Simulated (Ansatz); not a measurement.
# Cl₂FH₃OSi₂: a ladder of functionals and wavefunction methods

How much do the methods differ for Cl₂FH₃OSi₂? The plan is to run it at one geometry with functionals of several rungs and with coupled cluster, and see how far each lands from CCSD(T) at the basis-set limit for the atomisation energy.

Computed with Ansatz 0.2.0, Gaussian basis. Level: functionals in def2-TZVPP, the program's frozen cores in correlated methods.

Levels to be run: PBE-D4, r2SCAN-D4, PBE0-D4, B3LYP-D4, ωB97X-V, ωB97M-V, B2PLYP; CCSD(T)/def2-TZVPP; MP2/def2-QZVPP; extrapolation to the limit.

### Step 1. The relaxed structure

All runs share one geometry, relaxed beforehand with PBE0-D4 in a triple-zeta def2 set.

SMILES `F[SiH2]O[SiH](Cl)Cl`, 9 atoms, charge 0, spin multiplicity 1.

Atoms are counted from 1 here; the program's logs count them from 0.

Bond lengths: F1–Si2 1.588 Å, Si2–O3 1.627 Å, Si2–H7 1.476 Å, Si2–H8 1.476 Å, O3–Si4 1.609 Å, Si4–Cl5 2.036 Å, Si4–Cl6 2.036 Å, Si4–H9 1.467 Å. Angles: F1–Si2–O3 107.1°, F1–Si2–H7 108.1°, F1–Si2–H8 108.1°, O3–Si2–H7 109.8°, O3–Si2–H8 109.9°, H7–Si2–H8 113.7°, Si2–O3–Si4 155.0°, O3–Si4–Cl5 109.7°, O3–Si4–Cl6 109.7°, O3–Si4–H9 109.9°, Cl5–Si4–Cl6 108.7°, Cl5–Si4–H9 109.5°, Cl6–Si4–H9 109.4°.

### Step 2. PBE-D4 (GGA)

The input, in.yaml:

```yaml
crystal:
  periodic: [false, false, false]
  atoms:
    - {symbol: F, position_ang: [-1.301164, 0.023202, -2.475830]}
    - {symbol: Si, position_ang: [-0.543855, 0.775349, -1.299655]}
    - {symbol: O, position_ang: [-0.163012, -0.344545, -0.181824]}
    - {symbol: Si, position_ang: [0.450233, -0.862950, 1.212473]}
    - {symbol: Cl, position_ang: [2.435494, -0.417749, 1.295700]}
    - {symbol: Cl, position_ang: [-0.492712, 0.062119, 2.762010]}
    - {symbol: H, position_ang: [0.689377, 1.368018, -1.853932]}
    - {symbol: H, position_ang: [-1.469355, 1.768496, -0.719446]}
    - {symbol: H, position_ang: [0.268794, -2.314438, 1.329503]}
basis:
  gaussian: {orbitals: def2-TZVPP}
hamiltonian: {xc: pbe, dispersion: d4}
output: {forces: true, orbitals: {seedname: orbitals}}
```

The run is started by

```console
ansatz run in.yaml --threads 4 --pin off --events-out ev --progress --plain --max-ram 10444MiB
```

The log of the run, cut to the lines that bear on the results:

```text
Functional definition: PBE
  name "PBE"
  cite "Perdew, Burke & Ernzerhof, Phys. Rev. Lett. 77, 3865 (1996) doi:10.1103/PhysRevLett.77.3865"
  parent pbe
[...]
1648 factors; their error is unknown
[...]
mean field -45600.77804833 eV, -1675.7976839585 hartree, gradient 7.1e-5 eV, S^2 0.000000; 0 other end points of the search recorded, 0 dependent functions left out
[...]
reference -45600.77809437 eV, -1675.7976856506 hartree; 41, 41 occupied and 231, 231 virtual orbitals, 1648 factors
Total energy: -45601.06985563 eV, -1675.8084076790 hartree
Atom 0 at    -1.301164     0.023202    -2.475830 Å, force    -0.313745    -0.296544    -0.491745 eV/Å
Atom 1 at    -0.543855     0.775349    -1.299655 Å, force     0.131035     0.451322     0.089892 eV/Å
Atom 2 at    -0.163012    -0.344545    -0.181824 Å, force    -0.099289    -0.187702    -0.146294 eV/Å
Atom 3 at     0.450233    -0.862950     1.212473 Å, force     0.099408    -0.176961     0.266112 eV/Å
Atom 4 at     2.435494    -0.417749     1.295700 Å, force     0.319754     0.054479     0.011945 eV/Å
Atom 5 at    -0.492712     0.062119     2.762010 Å, force    -0.157548     0.137519     0.253977 eV/Å
Atom 6 at     0.689377     1.368018    -1.853932 Å, force     0.155028     0.076441    -0.061688 eV/Å
Atom 7 at    -1.469355     1.768496    -0.719446 Å, force    -0.109484     0.124926     0.077568 eV/Å
Atom 8 at     0.268794    -2.314438     1.329503 Å, force    -0.025158    -0.183480     0.000234 eV/Å
Dipole moment:     0.020900     0.059903     0.009031 e Å
```

Wall time 1.9 s (4 threads of Intel Xeon 6975P-C, shared host); peak memory 0.45 GiB.

Atomisation energy: 3329.4 kJ/mol (free atoms -45566.563 eV, run apart). HOMO -7.87 eV, LUMO -0.62 eV.

### Step 3. r2SCAN-D4 (meta-GGA)

in.yaml, as its differences from that of step 2:

```diff
@@ -14,3 +14,3 @@
   gaussian: {orbitals: def2-TZVPP}
-hamiltonian: {xc: pbe, dispersion: d4}
+hamiltonian: {xc: r2scan, dispersion: d4}
 output: {forces: true, orbitals: {seedname: orbitals}}
```

Same command.

The log of the run, cut to the lines that bear on the results:

```text
Functional definition: r2SCAN
  name "r2SCAN"
  cite "Furness, Kaplan, Ning, Perdew & Sun, J. Phys. Chem. Lett. 11, 8208 (2020) doi:10.1021/acs.jpclett.0c02405"
  cite "Furness, Kaplan, Ning, Perdew & Sun, J. Phys. Chem. Lett. 11, 9248 (2020) doi:10.1021/acs.jpclett.0c03077"
  parent r2scan
[...]
1648 factors; their error is unknown
[...]
mean field -45619.14626692 eV, -1676.4727035413 hartree, gradient 2.9e-5 eV, S^2 0.000000; 0 other end points of the search recorded, 0 dependent functions left out
[...]
reference -45619.14627930 eV, -1676.4727039962 hartree; 41, 41 occupied and 231, 231 virtual orbitals, 1648 factors
Total energy: -45619.21747147 eV, -1676.4753202604 hartree
Atom 0 at    -1.301164     0.023202    -2.475830 Å, force    -0.018994    -0.018361    -0.028990 eV/Å
Atom 1 at    -0.543855     0.775349    -1.299655 Å, force     0.010887     0.068953    -0.005365 eV/Å
Atom 2 at    -0.163012    -0.344545    -0.181824 Å, force    -0.021148    -0.025726    -0.038439 eV/Å
Atom 3 at     0.450233    -0.862950     1.212473 Å, force    -0.005116    -0.074930     0.025373 eV/Å
Atom 4 at     2.435494    -0.417749     1.295700 Å, force     0.069841     0.004684    -0.002587 eV/Å
Atom 5 at    -0.492712     0.062119     2.762010 Å, force    -0.040273     0.027767     0.055621 eV/Å
Atom 6 at     0.689377     1.368018    -1.853932 Å, force    -0.029385    -0.003714     0.017574 eV/Å
Atom 7 at    -1.469355     1.768496    -0.719446 Å, force     0.028250    -0.015129    -0.012268 eV/Å
Atom 8 at     0.268794    -2.314438     1.329503 Å, force     0.005938     0.036455    -0.010919 eV/Å
Dipole moment:     0.019520     0.057345     0.006711 e Å
```

It took 2.9 s on 4 threads of Intel Xeon 6975P-C, shared host; peak memory 0.48 GiB.

Atomisation energy: 3342.0 kJ/mol (free atoms -45584.580 eV, run apart). HOMO -8.26 eV, LUMO -0.24 eV.

### Step 4. PBE0-D4 (hybrid)

in.yaml, as its differences from that of step 3:

```diff
@@ -14,3 +14,3 @@
   gaussian: {orbitals: def2-TZVPP}
-hamiltonian: {xc: r2scan, dispersion: d4}
-output: {forces: true, orbitals: {seedname: orbitals}}
+hamiltonian: {xc: pbe0, dispersion: d4}
+output: {orbitals: {seedname: orbitals}}
```

Launched as before.

The log of the run:

```text
Functional definition: PBE0
  name "PBE0"
  cite "Adamo & Barone, J. Chem. Phys. 110, 6158 (1999) doi:10.1063/1.478522"
  cite "Perdew, Burke & Ernzerhof, Phys. Rev. Lett. 77, 3865 (1996) doi:10.1103/PhysRevLett.77.3865"
  parent pbe
  parameter a = 0.25
  parameter kappa = 0.804
  parameter beta = 0.06672455060314922
  exchange = (1 - a)*pbe_x(kappa = kappa, mu = beta*pi^2/3) + a*exact_x
  correlation = pbe_c(beta = beta)
1716 factors; their error is unknown
mean field evaluation 1: about -45599.0870 eV, gradient 6.0e1 eV
mean field evaluation 2: about -45589.3732 eV, gradient 9.5e1 eV
mean field evaluation 4: about -45604.3373 eV, gradient 4.6e0 eV
mean field evaluation 8: about -45604.3656 eV, gradient 4.9e-2 eV
mean field -45604.47772725 eV, -1675.9336446513 hartree, gradient 9.0e-5 eV, S^2 0.000000; 0 other end points of the search recorded, 0 dependent functions left out
reference -45604.47776177 eV, -1675.9336459199 hartree; 41, 41 occupied and 231, 231 virtual orbitals, 1716 factors
Total energy: -45604.72924624 eV, -1675.9428878035 hartree
```

Wall time 2.6 s (4 threads of Intel Xeon 6975P-C, shared host); peak memory 0.97 GiB.

With the free atoms at this level, -45570.683 eV in sum, the atomisation energy is 3285.0 kJ/mol. HOMO -9.33 eV, LUMO 0.28 eV.

### Step 5. B3LYP-D4 (hybrid)

B3LYP here takes the VWN-RPA correlation.

in.yaml, as its differences from that of step 4:

```diff
@@ -14,3 +14,3 @@
   gaussian: {orbitals: def2-TZVPP}
-hamiltonian: {xc: pbe0, dispersion: d4}
-output: {orbitals: {seedname: orbitals}}
+hamiltonian: {xc: {name: B3LYP}, dispersion: d4}
+output: {forces: true, orbitals: {seedname: orbitals}}
```

Same command.

The log of the run, cut to the lines that bear on the results:

```text
Functional definition: B3LYP
  name "B3LYP"
  cite "Stephens, Devlin, Chabalowski & Frisch, J. Phys. Chem. 98, 11623 (1994) doi:10.1021/j100096a001"
  cite "Becke, Phys. Rev. A 38, 3098 (1988) doi:10.1103/PhysRevA.38.3098"
  cite "Lee, Yang & Parr, Phys. Rev. B 37, 785 (1988) doi:10.1103/PhysRevB.37.785"
  cite "Vosko, Wilk & Nusair, Can. J. Phys. 58, 1200 (1980) doi:10.1139/p80-159"
[...]
1692 factors; their error is unknown
[...]
mean field -45626.09238146 eV, -1676.7279685426 hartree, gradient 3.4e-5 eV, S^2 0.000000; 0 other end points of the search recorded, 0 dependent functions left out
[...]
reference -45626.09269088 eV, -1676.7279799134 hartree; 41, 41 occupied and 231, 231 virtual orbitals, 1692 factors
Total energy: -45626.56796034 eV, -1676.7454457441 hartree
Atom 0 at    -1.301164     0.023202    -2.475830 Å, force    -0.104857    -0.093823    -0.165221 eV/Å
Atom 1 at    -0.543855     0.775349    -1.299655 Å, force     0.071199     0.264288     0.038964 eV/Å
Atom 2 at    -0.163012    -0.344545    -0.181824 Å, force    -0.012769    -0.018277    -0.025156 eV/Å
Atom 3 at     0.450233    -0.862950     1.212473 Å, force    -0.062893    -0.315007    -0.011078 eV/Å
Atom 4 at     2.435494    -0.417749     1.295700 Å, force     0.229646     0.043279    -0.001130 eV/Å
Atom 5 at    -0.492712     0.062119     2.762010 Å, force    -0.119665     0.105440     0.176828 eV/Å
Atom 6 at     0.689377     1.368018    -1.853932 Å, force    -0.082374    -0.026760     0.039642 eV/Å
Atom 7 at    -1.469355     1.768496    -0.719446 Å, force     0.067492    -0.055429    -0.038602 eV/Å
Atom 8 at     0.268794    -2.314438     1.329503 Å, force     0.014222     0.096289    -0.014247 eV/Å
Dipole moment:     0.025414     0.064349     0.015443 e Å
```

It took 4 s on 4 threads of Intel Xeon 6975P-C, shared host; peak memory 1 GiB.

Atomisation energy: 3293.4 kJ/mol (free atoms -45592.435 eV, run apart). HOMO -9.06 eV, LUMO 0.06 eV.

### Step 6. ωB97X-V (range-separated)

in.yaml, as its differences from that of step 5:

```diff
@@ -14,3 +14,3 @@
   gaussian: {orbitals: def2-TZVPP}
-hamiltonian: {xc: {name: B3LYP}, dispersion: d4}
-output: {forces: true, orbitals: {seedname: orbitals}}
+hamiltonian: {xc: {name: wB97X-V}}
+output: {orbitals: {seedname: orbitals}}
```

The command is unchanged.

The log of the run, cut to the lines that bear on the results:

```text
Functional definition: wB97X-V
  name "wB97X-V"
  cite "Mardirossian & Head-Gordon, Phys. Chem. Chem. Phys. 16, 9904 (2014) doi:10.1039/C3CP54374A"
  cite "Becke, J. Chem. Phys. 107, 8554 (1997) doi:10.1063/1.475007"
  cite "Vydrov & Van Voorhis, J. Chem. Phys. 133, 244103 (2010) doi:10.1063/1.3521275"
[...]
      + integral(e_c_pw_opposite_spin*poly(b97_u_opposite, cos0, cos1)) + vv10(b, c)
1686 factors; their error is unknown
302 factors; integrals over basis functions are off by at most 2.3e-5 eV
[...]
mean field -45616.45110196 eV, -1676.3736580559 hartree, gradient 2.2e-5 eV, S^2 0.000000; 0 other end points of the search recorded, 0 dependent functions left out
reference -45616.45109980 eV, -1676.3736579767 hartree; 41, 41 occupied and 231, 231 virtual orbitals, 1686 factors
Total energy: -45616.45109980 eV, -1676.3736579767 hartree
```

Wall time 5.5 s (4 threads of Intel Xeon 6975P-C, shared host); peak memory 1.1 GiB.

With the free atoms at this level, -45581.730 eV in sum, the atomisation energy is 3350.0 kJ/mol. HOMO -11.77 eV, LUMO 2.33 eV.

### Step 7. ωB97M-V (range-separated)

in.yaml, as its differences from that of step 6:

```diff
@@ -14,3 +14,3 @@
   gaussian: {orbitals: def2-TZVPP}
-hamiltonian: {xc: {name: wB97X-V}}
-output: {orbitals: {seedname: orbitals}}
+hamiltonian: {xc: {name: wB97M-V}}
+output: {forces: true, orbitals: {seedname: orbitals}}
```

Launched as before.

The log of the run, cut to the lines that bear on the results:

```text
Functional definition: wB97M-V
  name "wB97M-V"
  cite "Mardirossian & Head-Gordon, J. Chem. Phys. 144, 214110 (2016) doi:10.1063/1.4952647"
  cite "Becke, J. Chem. Phys. 107, 8554 (1997) doi:10.1063/1.475007"
  cite "Vydrov & Van Voorhis, J. Chem. Phys. 133, 244103 (2010) doi:10.1063/1.3521275"
  # Of w^i u^j: cxij and so on, Table III.
[...]
  gx(w, u) = 1 - cx + cx01*u + cx10*w
  gss(w, u) = css00 + css04*u^4 + css10*w + css20*w^2 + css43*w^4*u^3
  gos(w, u) = cos00 + cos10*w + (cos20 + cos21*u)*w^2 + (cos60 + cos61*u)*w^6
[...]
      + integral(e_c_pw_mod_opposite_spin*gos(b97_w_opposite, b97_u_opposite)) + vv10(b, c)
1686 factors; their error is unknown
302 factors; integrals over basis functions are off by at most 2.3e-5 eV
[...]
Total energy: -45620.83102401 eV, -1676.5346172225 hartree
Atom 0 at    -1.301164     0.023202    -2.475830 Å, force    -0.068522    -0.061733    -0.107355 eV/Å
Atom 1 at    -0.543855     0.775349    -1.299655 Å, force     0.074701     0.323394     0.025281 eV/Å
Atom 2 at    -0.163012    -0.344545    -0.181824 Å, force    -0.006755    -0.026681    -0.010475 eV/Å
Atom 3 at     0.450233    -0.862950     1.212473 Å, force    -0.014565    -0.280145     0.074351 eV/Å
Atom 4 at     2.435494    -0.417749     1.295700 Å, force     0.034358     0.016190     0.000650 eV/Å
Atom 5 at    -0.492712     0.062119     2.762010 Å, force    -0.014818     0.029350     0.028170 eV/Å
Atom 6 at     0.689377     1.368018    -1.853932 Å, force    -0.156183    -0.070576     0.075961 eV/Å
Atom 7 at    -1.469355     1.768496    -0.719446 Å, force     0.122707    -0.123206    -0.070038 eV/Å
Atom 8 at     0.268794    -2.314438     1.329503 Å, force     0.029077     0.193407    -0.016545 eV/Å
Dipole moment:     0.024083     0.062783     0.013609 e Å
```

Run time: 7.5 s. Hardware: 4 threads of Intel Xeon 6975P-C, shared host; peak memory 1.2 GiB.

With the free atoms at this level, -45586.150 eV in sum, the atomisation energy is 3346.2 kJ/mol. HOMO -11.60 eV, LUMO 2.02 eV.

### Step 8. B2PLYP (double hybrid)

in.yaml, as its differences from that of step 7:

```diff
@@ -14,3 +14,2 @@
   gaussian: {orbitals: def2-TZVPP}
-hamiltonian: {xc: {name: wB97M-V}}
-output: {forces: true, orbitals: {seedname: orbitals}}
+hamiltonian: {xc: {name: B2PLYP}}
```

The command is unchanged.

The log of the run, cut to the lines that bear on the results:

```text
Functional definition: B2PLYP
  name "B2PLYP"
  cite "Grimme, J. Chem. Phys. 124, 034108 (2006) doi:10.1063/1.2148954"
  cite "Becke, Phys. Rev. A 38, 3098 (1988) doi:10.1103/PhysRevA.38.3098"
  cite "Lee, Yang & Parr, Phys. Rev. B 37, 785 (1988) doi:10.1103/PhysRevB.37.785"
[...]
1625 factors; integrals over basis functions are off by at most 9.3e-4 eV
[...]
mean field -45598.43579661 eV, -1675.7116077954 hartree, gradient 3.4e-6 eV, S^2 0.000000; 0 other end points of the search recorded, 0 dependent functions left out
22 core orbitals not correlated: weight in the atoms' cores, before any rotation towards them, 1.000 or more for the frozen orbitals, at most 0.000 for the correlated occupied ones
reference -45598.43599336 eV, -1675.7116150260 hartree; 19, 19 occupied and 231, 231 virtual orbitals, 1625 factors
second order -35.70693112 eV of doubles, -0.00000000 eV of singles
Total energy: -45608.07686476 eV, -1676.0659105153 hartree
```

Wall time 3.8 s (4 threads of Intel Xeon 6975P-C, shared host); peak memory 0.8 GiB.

Atomisation energy: 3279.2 kJ/mol (free atoms -45574.091 eV, run apart).

### Step 9. Frontier levels by functional

Dipoles come from the runs that computed forces. Levels, from each run's orbital file:

```
functional  HOMO (eV)  LUMO (eV)  gap (eV)  dipole (D)
    PBE-D4      -7.87      -0.62      7.25        0.31
 r2SCAN-D4      -8.26      -0.24      8.02        0.29
   PBE0-D4      -9.33       0.28      9.61            
  B3LYP-D4      -9.06       0.06      9.12        0.34
   ωB97X-V     -11.77       2.33     14.10            
   ωB97M-V     -11.60       2.02     13.62        0.33
```

### Step 10. CCSD(T) in def2-TZVPP

in.yaml, as its differences from that of step 8:

```diff
@@ -14,2 +14,2 @@
   gaussian: {orbitals: def2-TZVPP}
-hamiltonian: {xc: {name: B2PLYP}}
+correlation: {method: ccsd_t}
```

Same command.

The log of the run, cut to the lines that bear on the results:

```text
Functional definition: HF
  name "HF"
  cite "Fock, Z. Phys. 61, 126 (1930) doi:10.1007/BF01340294"
  parent pbe
[...]
1625 factors; integrals over basis functions are off by at most 9.3e-4 eV
[...]
mean field -45533.83291869 eV, -1673.3374958216 hartree, gradient 5.0e-6 eV, S^2 0.000000; 0 other end points of the search recorded, 0 dependent functions left out
22 core orbitals not correlated: weight in the atoms' cores, before any rotation towards them, 1.000 or more for the frozen orbitals, at most 0.000 for the correlated occupied ones
reference -45533.83291869 eV, -1673.3374958216 hartree; 19, 19 occupied and 231, 231 virtual orbitals, 1625 factors
second order -29.62915145 eV of doubles, -0.00000000 eV of singles
cycle   1  -30.26182981 eV  change   -6.3e-1 eV  update   1.1e-1
[...]
cycle   9  -31.03607114 eV  change   -1.6e-5 eV  update   1.3e-5
perturbative correction -1.13418985 eV, -0.0416807084 hartree
Total energy: -45566.00317969 eV, -1674.5197311073 hartree
```

It took 64 s on 4 threads of Intel Xeon 6975P-C, shared host; peak memory 7.2 GiB.

### Step 11. MP2 in def2-QZVPP

in.yaml, as its differences from that of step 10:

```diff
@@ -13,3 +13,3 @@
 basis:
-  gaussian: {orbitals: def2-TZVPP}
-correlation: {method: ccsd_t}
+  gaussian: {orbitals: "def2-QZVPP.json"}
+correlation: {method: mp2}
```

Launched as before.

The log of the run:

```text
Functional definition: HF
  name "HF"
  cite "Fock, Z. Phys. 61, 126 (1930) doi:10.1007/BF01340294"
  parent pbe
  exchange = exact_x
  correlation = 0
2890 factors; integrals over basis functions are off by at most 8.0e-4 eV
mean field evaluation 1: about -45531.1342 eV, gradient 4.6e1 eV
mean field evaluation 2: about -45531.3363 eV, gradient 4.6e1 eV
mean field evaluation 4: about -45535.2395 eV, gradient 3.3e0 eV
mean field evaluation 8: about -45535.2899 eV, gradient 2.8e-1 eV
mean field -45535.29024014 eV, -1673.3910513967 hartree, gradient 3.3e-6 eV, S^2 0.000000; 0 other end points of the search recorded, 0 dependent functions left out
22 core orbitals not correlated: weight in the atoms' cores, before any rotation towards them, 1.000 or more for the frozen orbitals, at most 0.000 for the correlated occupied ones
reference -45535.29024014 eV, -1673.3910513967 hartree; 19, 19 occupied and 443, 443 virtual orbitals, 2890 factors
second order -32.42468916 eV of doubles, -0.00000000 eV of singles
Total energy: -45567.71492929 eV, -1674.5826367450 hartree
```

Run time: 14 s. Hardware: 4 threads of Intel Xeon 6975P-C, shared host; peak memory 2.9 GiB.

The pieces so far (eV):

```
     basis           HF  MP2 correlation  CCSD correlation      (T)              total
def2-TZVPP  -45533.8329         -29.6292          -31.0361  -1.1342        -45566.0032
def2-QZVPP  -45535.2902         -32.4247                             -45567.7149 (MP2)
```

The report of the def2-TZVPP run gives T1 = 0.0106.

### Step 12. From triple and quadruple zeta to the limit

No new run: Hartree-Fock is extrapolated as exp(−7.88√X) and correlation as X^−2.97, with X = 3 and 4; only MP2 was run in the larger set, so CCSD(T) minus MP2 is added from the smaller one.

```
  level  energy at the limit (eV)
     HF               -45535.4910
    MP2               -45569.9864
   CCSD               -45571.3933
CCSD(T)               -45572.5275
```

### Step 13. All levels against the reference

Free atoms (1 F, 2 Si, 1 O, 2 Cl, 3 H) were run apart at each level; the atomisation energy is their sum less the molecule, without zero-point or spin-orbit terms.

Differences are taken before rounding.

```
            method             rung  atomisation energy (kJ/mol)  from CCSD(T)/CBS (kJ/mol)   time
            PBE-D4              GGA                       3329.4                      -23.6  1.9 s
         r2SCAN-D4         meta-GGA                       3342.0                      -11.1  2.9 s
           PBE0-D4           hybrid                       3285.0                      -68.1  2.6 s
          B3LYP-D4           hybrid                       3293.4                      -59.7    4 s
           ωB97X-V  range-separated                       3350.0                       -3.0  5.5 s
           ωB97M-V  range-separated                       3346.2                       -6.9  7.5 s
            B2PLYP    double hybrid                       3279.2                      -73.9  3.8 s
     HF/def2-TZVPP     wavefunction                       2508.0                     -845.1       
    MP2/def2-TZVPP     wavefunction                       3349.3                       -3.8       
   CCSD/def2-TZVPP     wavefunction                       3189.8                     -163.3       
CCSD(T)/def2-TZVPP     wavefunction                       3239.4                     -113.7   64 s
           MP2/CBS     wavefunction                       3463.0                     +109.9       
       CCSD(T)/CBS     wavefunction                       3353.1                          0   78 s
```

Among the levels timed on like hardware and quicker than the yardstick, those that no quicker one beats, quickest first: PBE-D4 (1.9 s, -23.6 kJ/mol); r2SCAN-D4 (2.9 s, -11.1 kJ/mol); ωB97X-V (5.5 s, -3.0 kJ/mol).

B2PLYP carry no dispersion term (for B3LYP, D4 adds 45.9 kJ/mol).

Times are those of the molecule's run; HF, MP2 and CCSD come out of the CCSD(T) runs, and the limit's time is the sum of the runs that it needs.

### Step 14. Outcome

```
                               quantity                                 value
        atomisation energy, CCSD(T)/CBS                         3353.1 kJ/mol
 functionals within 16.8 kJ/mol (0.5 %)           r2SCAN-D4, ωB97X-V, ωB97M-V
                               farthest                 B2PLYP (-73.9 kJ/mol)
             mean size of error, hybrid                           63.9 kJ/mol
    mean size of error, range-separated                            5.0 kJ/mol
              gap, smallest and largest  7.25 eV (PBE-D4), 14.10 eV (ωB97X-V)
                          T1 diagnostic                                0.0106
triples share of the correlation energy                                 3.5 %
```

**Reading.** PBE-D4 misses by -23.6 kJ/mol. Double hybrids carry the basis error of their MP2 part in triple zeta, and no dispersion term here, so their miss is partly the set-up's. Misses under about 16.8 kJ/mol are within the doubt on the reference itself, which lacks core-valence correlation, relativity and higher excitations. Hartree-Fock recovers 75 % of the binding; the rest is correlation. The gap grows from 7.2 to 14.1 eV across the functionals, mostly with the share of exact exchange.

For cost: ωB97X-V gets within 3.0 kJ/mol in 5.5 s, where CCSD(T)/CBS took 78 s; the quickest level in the cost chart, PBE-D4, takes 1.9 s and misses by 23.6 kJ/mol.
